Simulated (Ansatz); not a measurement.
Run this with Ansatz 0.2.0, Python API and show what comes out.

Script `run_spin.py`:
```python
'''Vertical spin-state energies of ClFH2O2Si.'''

import ansatz as az

GEOMETRY = '''
O    -0.80140   -0.26410    1.34950
Si    0.03030    0.08070   -0.01370
O     0.86660   -1.22300   -0.51350
F     1.09310    1.31760    0.25180
Cl   -1.27140    0.52350   -1.51990
H    -1.34200    0.56060    1.66870
H     1.48600   -1.06330   -1.26850
'''


def main() -> None:
    system = az.Crystal.molecule()
    for line in GEOMETRY.strip().splitlines():
        symbol, *xyz = line.split()
        system = system.atom(symbol, [float(v) for v in xyz])

    job = (
        system.calculation()
        .basis(gaussian='6-31G')
        .functional('r2scan0')
        .scf(lower_state_search='light')
    )
    found = {}
    for unpaired in [0, 2, 4]:
        report = job.spin('collinear', total=unpaired).run(threads=1).report
        s = unpaired / 2
        found[unpaired] = report['free_energy_ev']
        print(f'2S+1 = {unpaired + 1}: E = {found[unpaired]:.5f} eV, <S^2> = {abs(report["mean_field"]["state"]["spin_squared"]):.3f} (pure state {s * (s + 1):.2f})')
    lowest = min(found, key=found.get)
    for unpaired, e in found.items():
        print(f'multiplicity {unpaired + 1}: {23.060548 * (e - found[lowest]):.1f} kcal/mol above the lowest')


if __name__ == '__main__':
    main()
```

```console
$ python run_spin.py
2S+1 = 1: E = -27237.31165 eV, <S^2> = 0.000 (pure state 0.00)
2S+1 = 3: E = -27229.97425 eV, <S^2> = 2.006 (pure state 2.00)
2S+1 = 5: E = -27221.77668 eV, <S^2> = 6.012 (pure state 6.00)
multiplicity 1: 0.0 kcal/mol above the lowest
multiplicity 3: 169.2 kcal/mol above the lowest
multiplicity 5: 358.2 kcal/mol above the lowest
```

In order: multiplicity 1 (+0.00 eV), multiplicity 3 (+7.34 eV) and multiplicity 5 (+15.53 eV), all at the one geometry.

These settings explore the input space; basis and method may be short of convergence. The geometry is a force-field or estimated start, not a minimum of this method, and the basis set is short of its limit. All parts are taken at fixed geometry, without zero-point energy. Timing: 27 s on 1 thread of Arm Neoverse V2, on a shared host, peak memory 0.27 GiB.
